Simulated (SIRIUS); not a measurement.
# Ag2Au (P-3m1) in SIRIUS: reference runs

Reference runs on Ag2Au: the cell as given.

Everything below comes from runs of SIRIUS 7.12.0. Logs are shortened: lines on timing, memory, paths and dates and some standing lists are left out, and cuts for length are marked. The log counts tension as positive stress, the text compression.

## Step 1: Starting point

It takes space group P-3m1 (No. 164, trigonal). The conventional cell has a = 4.536 Å, b = 4.536 Å, c = 3.164 Å, α = 90.00°, β = 90.00°, γ = 120.00°. Ag (site symmetry 3m) has 3 Ag at 2.62 Å as nearest neighbours. Au (site symmetry -3m) is surrounded by 12 Ag at 3.04 to 3.08 Å and 2 Au at 3.16 Å.

The cell was built by a generator and needn't be a form met in nature.

## Step 2: Single point, PBE

Contents of sirius.json:

```json
{
  "control": {
    "processing_unit": "cpu",
    "verbosity": 2,
    "num_bands_to_print": 40,
    "print_forces": true,
    "print_stress": true
  },
  "parameters": {
    "electronic_structure_method": "pseudopotential",
    "xc_functionals": ["XC_GGA_X_PBE", "XC_GGA_C_PBE"],
    "gk_cutoff": 9.1,
    "pw_cutoff": 18.2,
    "ngridk": [7, 7, 8],
    "shiftk": [0, 0, 0],
    "smearing": "fermi_dirac",
    "smearing_width": 0.0018374661,
    "num_bands": 40,
    "num_mag_dims": 0,
    "num_dft_iter": 100,
    "energy_tol": 1e-08,
    "density_tol": 1e-06
  },
  "iterative_solver": {
    "type": "davidson",
    "min_tolerance": 1e-10
  },
  "mixer": {
    "type": "anderson",
    "beta": 0.7,
    "max_history": 8
  },
  "settings": {
    "tol_ne": 1e-10,
    "pseudo_grid_cutoff": 6.5
  },
  "unit_cell": {
    "lattice_vectors": [
      [8.571693652982, 0.0, 0.0],
      [-4.285846826491, 7.423304460328, 0.0],
      [0.0, 0.0, 5.979961711881]
    ],
    "atom_coordinate_units": "lattice",
    "atom_types": ["Ag", "Au"],
    "atom_files": {
      "Au": "Au.json",
      "Ag": "Ag.json"
    },
    "atoms": {
      "Ag": [
        [0.33333333, 0.66666667, 0.51482099],
        [0.66666667, 0.33333333, 0.48517901]
      ],
      "Au": [
        [0.0, 0.0, 0.0]
      ]
    }
  }
}
```

Potentials or basis: PseudoDojo 0.4.1 PBE standard (scalar relativistic).

Launch:

```sh
$ upf_to_json Au.upf
$ upf_to_json Ag.upf
$ OMP_NUM_THREADS=1 sirius.scf --input=sirius.json --output=out.json --task=0
```

Output:

```text
[info] SIRIUS version : 7.12.0
[info] number of MPI ranks           : 1
[info] MPI grid                      : 1 1
[info] maximum number of OMP threads : 1
[fft] FFT context for density and potential
[fft] =====================================
[fft]   comm size                             : 1
[fft]   plane wave cutoff                     : 18.2
[fft]   grid size                             : 54 54 40   total : 116640
[fft]   grid limits                           : -26 27   -26 27   -19 20
[fft]   number of G-vectors within the cutoff : 19371
[fft]   local number of G-vectors             : 19371
[fft]   number of G-shells                    : 1932
[fft] FFT context for coarse grid
[fft] =====================================
[fft]   comm size                             : 1
[fft]   plane wave cutoff                     : 18.2
[fft]   grid size                             : 54 54 40   total : 116640
[fft]   grid limits                           : -26 27   -26 27   -19 20
[fft]   number of G-vectors within the cutoff : 19371
[fft]   local number of G-vectors             : 19371
[fft]   number of G-shells                    : 1932
[unit cell] lattice vectors
[unit cell]   a1 :       8.5716936530      0.0000000000      0.0000000000
[unit cell]   a2 :      -4.2858468265      7.4233044603      0.0000000000
[unit cell]   a3 :       0.0000000000      0.0000000000      5.9799617119
[unit cell] reciprocal lattice vectors
[unit cell]   b1 :       0.7330156165      0.4232067633     -0.0000000000
[unit cell]   b2 :       0.0000000000      0.8464135266      0.0000000000
[unit cell]   b3 :       0.0000000000     -0.0000000000      1.0507066115
[unit cell] unit cell volume :       380.50670824 [a.u.^3]
[unit cell] 1/sqrt(omega)    :         0.05126475
[unit cell] MT volume        :         0.00000000 ( 0.00%)
[unit cell] IT volume        :       380.50670824 (100.00%)
[unit cell] number of atom types : 2
[unit cell] type id : 0 symbol : Ag mt_radius :  15.370000 num_atoms : 2
[unit cell] type id : 1 symbol : Au mt_radius :  13.550000 num_atoms : 1
[unit cell] total number of atoms : 3
[unit cell] number of symmetry classes : 2
[unit cell] number of PAW atoms : 0
[unit cell] atom id  type id  class id             position                      vector_field
[unit cell] ------------------------------------------------------------------------------------------
[unit cell]      0        0        0      0.33333   0.66667   0.51482      0.00000   0.00000   0.00000
[unit cell]      1        0        0      0.66667   0.33333   0.48518      0.00000   0.00000   0.00000
[unit cell]      2        1        1      0.00000   0.00000   0.00000      0.00000   0.00000   0.00000
[unit cell] atom id         position (Cartesian, a.u.)
[unit cell] ---------------------------------------------
[unit cell]      0      -0.000000    4.948870    3.078610
[unit cell]      1       4.285847    2.474435    2.901352
[unit cell]      2       0.000000    0.000000    0.000000
[unit cell] class id : 0 atom id : 0 1
[unit cell] class id : 1 atom id : 2
[unit cell] minimum bond length:     4.952043
[unit cell] total number of pseudo wave-functions: 30
[sym] space group number   : 164
[sym] international symbol : P-3m1
[sym] Hall symbol          : -P 3 2"
[sym] space group transformation matrix :
[sym]   1.0000 -0.0000  0.0000
[... 291 lines left out ...]
[diagonalize] ...
[diagonalize] ik:   47   -3.271401   -2.775595   -2.775097   -1.483581   -1.483350   -1.483320   -1.437988   -1.436010   -1.432815   -1.432150   -1.431630   -1.430807    0.383628    0.387367    0.395329    0.400938    0.402281    0.434784    0.440756    0.452255    0.464155    0.468295    0.473884    0.486359    0.497831    0.503857    0.507575    0.588398    0.608979    0.667580    0.705110    0.825830    0.835453    0.866201    0.880760    1.115815    1.129560    1.136266    1.144616    1.251558
[diagonalize] ik:   48   -3.271401   -2.775819   -2.774873   -1.483567   -1.483334   -1.483320   -1.437813   -1.436866   -1.432407   -1.431969   -1.431389   -1.430981    0.377269    0.388428    0.397638    0.398798    0.410762    0.415256    0.438335    0.448734    0.454307    0.480323    0.482348    0.496423    0.497012    0.502108    0.505546    0.569741    0.570250    0.761832    0.789751    0.800566    0.810332    0.907111    0.922569    1.017376    1.042905    1.114387    1.119951    1.144996
[diagonalize] ik:   49   -3.271401   -2.775644   -2.775048   -1.483579   -1.483344   -1.483324   -1.438004   -1.436076   -1.432760   -1.432208   -1.431578   -1.430778    0.380936    0.383677    0.400164    0.405768    0.409117    0.422489    0.436716    0.448008    0.463862    0.473328    0.475380    0.493345    0.497518    0.497748    0.507575    0.585771    0.598971    0.702289    0.730978    0.777646    0.780285    0.930158    0.940753    1.056884    1.069608    1.143800    1.150907    1.226074
[diagonalize] ik:   50   -3.271401   -2.775515   -2.775177   -1.483584   -1.483349   -1.483325   -1.438086   -1.435550   -1.433287   -1.432064   -1.431717   -1.430690    0.380650    0.390538    0.392812    0.407604    0.409983    0.430485    0.438464    0.450756    0.454027    0.460856    0.487407    0.491303    0.493809    0.499565    0.508218    0.598274    0.637603    0.652298    0.699900    0.769104    0.774542    0.934281    0.942625    1.104463    1.116580    1.120604    1.131508    1.282387
[diagonalize] ik:   51   -3.271401   -2.775463   -2.775229   -1.483586   -1.483343   -1.483333   -1.438158   -1.435096   -1.433753   -1.432013   -1.431769   -1.430603    0.377972    0.387716    0.401906    0.416160    0.419981    0.420362    0.426492    0.441882    0.455523    0.468323    0.477501    0.492078    0.497439    0.501780    0.508146    0.606345    0.641238    0.683722    0.713305    0.718472    0.726197    0.997291    1.015358    1.051201    1.064716    1.112141    1.112785    1.302997
[find] Charges and magnetic moments
[find] --------------------------------------------------------------------------------
[find] total charge          : 57.000000
[find] Energy
[find] --------------------------------------------------------------------------------
[find] valence_eval_sum               :     -28.87304249
[find] <rho|V^{XC}>                   :     -57.43088064
[find] <rho|E^{XC}>                   :     -72.34963420
[find] <mag|B^{XC}>                   :       0.00000000
[find] <rho|V^{H}>                    :     209.66701811
[find] one-electron contribution      :    -181.10917996 (Ha),    -362.21835993 (Ry)
[find] hartree contribution           :     104.83350906
[find] xc contribution                :     -72.34963420
[find] ewald contribution             :    -309.59867815
[find] PAW contribution               :       0.00000000
[find] smearing (-TS)                 :      -0.00054745
[find] SCF correction                 :      -0.00000060
[find] Total energy                   :    -458.22398385 (Ha),    -916.44796769 (Ry)
[find] Free energy (E-TS)             :    -458.22453130 (Ha),    -916.44906259 (Ry)
[find] band gap (eV)                  :       0.00000000
[find] Efermi                         :       0.59969147
[find] iteration : 11, RMS (target) : 4.4877e-07 (1.0000e-06) , energy difference (target) : -1.4518e-10 (1.0000e-08)
[find] bands are converged : true
[find] iterative solver converged : false
[find] converged after 12 SCF iterations!
[find] Charges and magnetic moments
[find] --------------------------------------------------------------------------------
[find] total charge          : 57.000000
[find] Energy
[find] --------------------------------------------------------------------------------
[find] valence_eval_sum               :     -28.87304249
[find] <rho|V^{XC}>                   :     -57.43088064
[find] <rho|E^{XC}>                   :     -72.34963420
[find] <mag|B^{XC}>                   :       0.00000000
[find] <rho|V^{H}>                    :     209.66701811
[find] one-electron contribution      :    -181.10917996 (Ha),    -362.21835993 (Ry)
[find] hartree contribution           :     104.83350906
[find] xc contribution                :     -72.34963420
[find] ewald contribution             :    -309.59867815
[find] PAW contribution               :       0.00000000
[find] smearing (-TS)                 :      -0.00054745
[find] SCF correction                 :      -0.00000060
[find] Total energy                   :    -458.22398385 (Ha),    -916.44796769 (Ry)
[find] Free energy (E-TS)             :    -458.22453130 (Ha),    -916.44906259 (Ry)
[find] band gap (eV)                  :       0.00000000
[find] Efermi                         :       0.59969147
[ground_state] === stress tensor components [kbar] ===
[ground_state] === stress_kin ===
[ground_state] -76459.692084    0.000000    0.000000
[ground_state]     0.000000-76459.692015    0.000000
[ground_state]     0.000000    0.000000-76712.350816
[ground_state] === stress_har ===
[ground_state] -30508.060357    0.000000   -0.000000
[ground_state]     0.000000-30508.060329   -0.000000
[ground_state]    -0.000000   -0.000000-20041.791059
[ground_state] === stress_ewald ===
[ground_state] 74306.410826    0.000000    0.000000
[ground_state]     0.00000074306.410758   -0.000000
[ground_state]     0.000000   -0.00000090770.773940
[ground_state] === stress_vloc ===
[ground_state] 24313.638392    0.000000    0.000000
[ground_state]     0.00000024313.638370    0.000000
[ground_state]     0.000000    0.000000-2333.933491
[ground_state] === stress_xc ===
[ground_state] -11021.347411    0.000000   -0.000000
[ground_state]     0.000000-11021.347401   -0.000000
[ground_state]    -0.000000   -0.000000-11010.926041
[ground_state] === stress_core ===
[ground_state] 24954.172298    0.000000   -0.000000
[ground_state]     0.00000024954.172275   -0.000000
[ground_state]    -0.000000   -0.00000024954.513861
[ground_state] === stress_nonloc ===
[ground_state] -5612.548677    0.000000    0.000000
[ground_state]     0.000000-5612.548672    0.000000
[ground_state]     0.000000    0.000000-5546.034154
[ground_state] === stress_us_nl ===
[ground_state] -5612.548677    0.000000    0.000000
[ground_state]     0.000000-5612.548672    0.000000
[ground_state]     0.000000    0.000000-5546.034154
[ground_state] === stress_total ===
[ground_state]   -27.427013    0.000000    0.000000
[ground_state]     0.000000  -27.427013   -0.000000
[ground_state]     0.000000   -0.000000   80.252240
[ground_state] ==== total Forces in Ha/bohr =====
[ground_state] atom:    0, force:       0.0000000      0.0000000      0.0020641
[ground_state] atom:    1, force:       0.0000000     -0.0000000     -0.0020641
[ground_state] atom:    2, force:       0.0000000      0.0000000      0.0000000
[ground_state] ==== ultrasoft contribution from Qij =====
[ground_state] atom:    0, force:       0.0000000      0.0000000      0.0000000
[ground_state] atom:    1, force:       0.0000000      0.0000000      0.0000000
[ground_state] atom:    2, force:       0.0000000      0.0000000      0.0000000
[ground_state] ==== non-local contribution from Beta-projector =====
[ground_state] atom:    0, force:       0.0000000      0.0000000      0.0001237
[ground_state] atom:    1, force:       0.0000000     -0.0000000     -0.0001237
[ground_state] atom:    2, force:       0.0000000      0.0000000      0.0000000
[ground_state] ==== contribution from local potential =====
[ground_state] atom:    0, force:       0.0000000      0.0000000     -0.2169456
[ground_state] atom:    1, force:      -0.0000000      0.0000000      0.2169456
[ground_state] atom:    2, force:       0.0000000      0.0000000      0.0000000
[ground_state] ==== contribution from core density =====
[ground_state] atom:    0, force:       0.0000000      0.0000000      0.0000712
[ground_state] atom:    1, force:       0.0000000      0.0000000     -0.0000712
[ground_state] atom:    2, force:       0.0000000      0.0000000      0.0000000
[ground_state] ==== Ewald forces from ions =====
[ground_state] atom:    0, force:      -0.0000000      0.0000000      0.2188148
[ground_state] atom:    1, force:       0.0000000     -0.0000000     -0.2188148
[ground_state] atom:    2, force:       0.0000000      0.0000000      0.0000000
[~DFT_ground_state] local op. applied: 52042
[~DFT_ground_state] evp. work count: 5229.13
[~DFT_ground_state] number of iterative solver steps: 1344
```

Wall time 7.1 min (1 thread of AMD EPYC, shared host); peak memory 0.8 GiB.

Results:

```
Free energy            : -12468.9247 eV
Pressure               : -0.8 GPa
Largest force          : 0.106 eV/Å
Band gap on the k mesh : none (metal or under the smearing width)
```

Forces in eV/Å, atoms in the order of the input:
```
Ag   0.000  0.000  0.106
Ag   0.000  0.000 -0.106
Au   0.000  0.000  0.000
```

Spin-orbit coupling is left out, which matters for the levels of Au.
